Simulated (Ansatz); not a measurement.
Run this with Ansatz's Python interface and show what comes out.

The script, `bend.py`:
```python
"""Energy of H5NOSSi against one bond angle."""

import ansatz as az
from ase import Atoms

atoms = Atoms(["N", "Si", "O", "S", "H", "H", "H", "H", "H"], positions=[
    [-0.3538, 0.5692, -1.1599],
    [0.4483, 0.0673, 0.1688],
    [0.7072, -1.5094, -0.1852],
    [-0.797, 0.1519, 1.8054],
    [0.1746, 0.4329, -2.0095],
    [-1.2153, 0.031, -1.2875],
    [1.7166, 0.8465, 0.3543],
    [0.5237, -2.1077, 0.5287],
    [-1.1158, 1.472, 1.7677],
])

# relax first, so that the scan starts from a minimum
first = (
    az.Crystal.molecule_from_ase(atoms).calculation()
    .basis(gaussian="def2-SVP")
    .functional("CAM-B3LYP")
    .relax(force_tolerance=0.02, max_steps=80)
)
atoms.positions = first.run(threads=1).report["positions_ang"]

rows = []
for angle in [90, 100, 110, 120, 135, 150, 165, 179]:
    bent = atoms.copy()
    bent.set_angle(1, 2, 7, angle, indices=[7])
    job = az.Crystal.molecule_from_ase(bent).calculation().basis(gaussian="def2-SVP").functional("CAM-B3LYP")
    rows.append((angle, job.run(threads=1).report["free_energy_ev"]))
floor = min(e for _, e in rows)
for angle, e in rows:
    print(f"angle Si1-O2-H7 = {angle:3d} deg   {1000 * (e - floor):9.1f} meV")
```

Output of `python bend.py`:
```text
angle Si1-O2-H7 =  90 deg       339.0 meV
angle Si1-O2-H7 = 100 deg       125.1 meV
angle Si1-O2-H7 = 110 deg        22.2 meV
angle Si1-O2-H7 = 120 deg         0.0 meV
angle Si1-O2-H7 = 135 deg        64.2 meV
angle Si1-O2-H7 = 150 deg       182.1 meV
angle Si1-O2-H7 = 165 deg       292.1 meV
angle Si1-O2-H7 = 179 deg       347.6 meV
```

Reading the output:
- These settings explore the input space; basis and method may be short of convergence.
- The scan is rigid, and the energies are electronic, in a modest basis. The zero is the lowest point of the grid, which needn't be the minimum.
- It ran for 78 s on 1 thread of Arm Neoverse V1, with other jobs on the host, peak memory 0.28 GiB.
